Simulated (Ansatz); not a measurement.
**C4H12AgPS: a ladder of functionals and wavefunction methods**

How much do the methods differ for C4H12AgPS? The plan is to run it at one geometry with functionals of several rungs and with coupled cluster, and see how far each lands from CCSD(T) at the basis-set limit for the atomisation energy.

Program: Ansatz 0.2.0, Gaussian basis. Level of theory: functionals in def2-TZVPP, the program's frozen cores in correlated methods. These are calculated values, not measurements.

The runs, in order: LDA (SPW92), PBE-D4, revPBE-D4, BLYP-D4, r2SCAN-D4, B97M-V, PBE0-D4, B3LYP-D4, r2SCANh-D4, r2SCAN0-D4, HSE06-D4, BHLYP-D4, CAM-B3LYP-D4, LC-ωPBE, ωB97X-V, ωB97M-V, B2PLYP, PBE-QIDH; CCSD(T)/def2-SVP; CCSD(T)/def2-TZVPP; MP2/def2-QZVPP; extrapolation to the limit; RPA on PBE.

## (1) Structure used throughout

All runs share one geometry, relaxed beforehand with PBE0-D4 in a triple-zeta def2 set. Ag takes the def2 core potential; no spin-orbit term is included.

19 atoms, charge 0, spin multiplicity 1.

Atoms are counted from 1 here; the program's logs count them from 0.

Bond lengths: C1–S2 1.821 Å, C1–H8 1.091 Å, C1–H9 1.092 Å, C1–H10 1.091 Å, S2–Ag3 2.320 Å, Ag3–P4 2.348 Å, P4–C5 1.820 Å, P4–C6 1.820 Å, P4–C7 1.820 Å, C5–H11 1.093 Å, C5–H12 1.091 Å, C5–H13 1.091 Å, C6–H14 1.091 Å, C6–H15 1.093 Å, C6–H16 1.091 Å, C7–H17 1.091 Å, C7–H18 1.093 Å, C7–H19 1.091 Å. Angles: S2–C1–H8 111.9°, S2–C1–H9 107.5°, S2–C1–H10 111.9°, H8–C1–H9 108.1°, H8–C1–H10 109.1°, H9–C1–H10 108.1°, C1–S2–Ag3 104.7°, S2–Ag3–P4 177.5°, Ag3–P4–C5 115.1°, Ag3–P4–C6 115.1°, Ag3–P4–C7 115.8°, C5–P4–C6 103.1°, C5–P4–C7 103.0°, C6–P4–C7 103.0°, P4–C5–H11 111.3°, P4–C5–H12 109.4°, P4–C5–H13 109.4°, H11–C5–H12 109.4° and more.

## (2) LDA

This LDA is Slater exchange with PW92 correlation.

The input, in.yaml:

```yaml
crystal:
  periodic: [false, false, false]
  atoms:
    - {symbol: C, position_ang: [-2.618113, 3.554543, 0.604899]}
    - {symbol: S, position_ang: [-0.913965, 3.446943, 1.236411]}
    - {symbol: Ag, position_ang: [-0.170064, 1.353536, 0.569461]}
    - {symbol: P, position_ang: [0.675039, -0.742300, -0.067699]}
    - {symbol: C, position_ang: [2.435351, -0.757665, -0.529051]}
    - {symbol: C, position_ang: [-0.135495, -1.493019, -1.513965]}
    - {symbol: C, position_ang: [0.569081, -2.055173, 1.188203]}
    - {symbol: H, position_ang: [-3.260842, 2.785544, 1.034818]}
    - {symbol: H, position_ang: [-3.014643, 4.529678, 0.894243]}
    - {symbol: H, position_ang: [-2.654719, 3.482312, -0.482642]}
    - {symbol: H, position_ang: [2.761799, -1.759849, -0.818137]}
    - {symbol: H, position_ang: [2.597730, -0.070425, -1.360705]}
    - {symbol: H, position_ang: [3.034692, -0.413017, 0.315061]}
    - {symbol: H, position_ang: [-0.039716, -0.824585, -2.370905]}
    - {symbol: H, position_ang: [0.307999, -2.461281, -1.759426]}
    - {symbol: H, position_ang: [-1.198330, -1.626391, -1.306320]}
    - {symbol: H, position_ang: [1.115988, -1.747472, 2.080768]}
    - {symbol: H, position_ang: [0.982952, -2.996149, 0.816866]}
    - {symbol: H, position_ang: [-0.474745, -2.205221, 1.468141]}
basis:
  gaussian: {orbitals: def2-TZVPP}
hamiltonian: {xc: lda}
output: {orbitals: {seedname: orbitals}}
```

Command:

```sh
$ ansatz run in.yaml --threads 4 --pin off --events-out ev --progress --plain --max-ram 41984MiB --backend cuda --devices 0, --max-vram 37GiB
```

Further steps of the session: PBE-D4 (GGA); revPBE-D4 (GGA); BLYP-D4 (GGA); r2SCAN-D4 (meta-GGA); B97M-V (meta-GGA); PBE0-D4 (hybrid); B3LYP-D4 (hybrid); r2SCANh-D4 (hybrid); r2SCAN0-D4 (hybrid); HSE06-D4 (hybrid); BHLYP-D4 (hybrid); CAM-B3LYP-D4 (range-separated); LC-ωPBE (range-separated); ωB97X-V (range-separated); ωB97M-V (range-separated); B2PLYP (double hybrid); PBE-QIDH (double hybrid); CCSD(T) in def2-SVP; CCSD(T) in def2-TZVPP; MP2 in def2-QZVPP; RPA on PBE orbitals.

**Question.** What will the summary of the whole plan be? Wanted: atomisation energy, CCSD(T)/CBS; farthest beyond LDA; mean size of error, GGA; mean size of error, meta-GGA; mean size of error, hybrid; mean size of error, range-separated; mean size of error, double hybrid; gap, smallest and largest; T1 diagnostic.

**Answer**, as computed:

| quantity | value |
| --- | --- |
| atomisation energy, CCSD(T)/CBS | 69.887 eV |
| functionals within 0.349 eV (0.5 %) | revPBE-D4, BLYP-D4, r2SCAN-D4, B97M-V, PBE0-D4, B3LYP-D4, r2SCANh-D4, HSE06-D4, CAM-B3LYP-D4, ωB97X-V, ωB97M-V |
| farthest beyond LDA | BHLYP-D4 (-1.638 eV) |
| mean size of error, GGA | 0.587 eV |
| mean size of error, meta-GGA | 0.258 eV |
| mean size of error, hybrid | 0.444 eV |
| mean size of error, range-separated | 0.302 eV |
| mean size of error, double hybrid | 0.678 eV |
| gap, smallest and largest | 2.79 eV (LDA (SPW92)), 8.99 eV (LC-ωPBE) |
| T1 diagnostic | 0.0136 |
| triples share of the correlation energy | 3.9 % |

What this shows: The LDA atomisation energy is off by 9.592 eV (14 %): it overbinds. PBE-D4 misses by +1.132 eV. Double hybrids carry the basis error of their MP2 part in triple zeta, and no dispersion term here, so their miss is partly the set-up's. The rungs meta-GGA, range-separated miss on average by less than the doubt on the reference (0.349 eV), so they tie. Misses under about 0.349 eV are within the doubt on the reference itself, which lacks core-valence correlation, spin-orbit coupling and higher excitations. All levels share the lack of spin-orbit coupling, which lowers the free heavy atoms and so the true binding. Hartree-Fock recovers 73 % of the binding; the rest is correlation. CCSD(T) in def2-SVP is off by -3.878 eV, worse than the median functional, from the basis alone. The gap grows from 2.8 to 9.0 eV across the functionals, mostly with the share of exact exchange. Correlated methods include outer-core shells of Ag, which these sets cover unevenly.
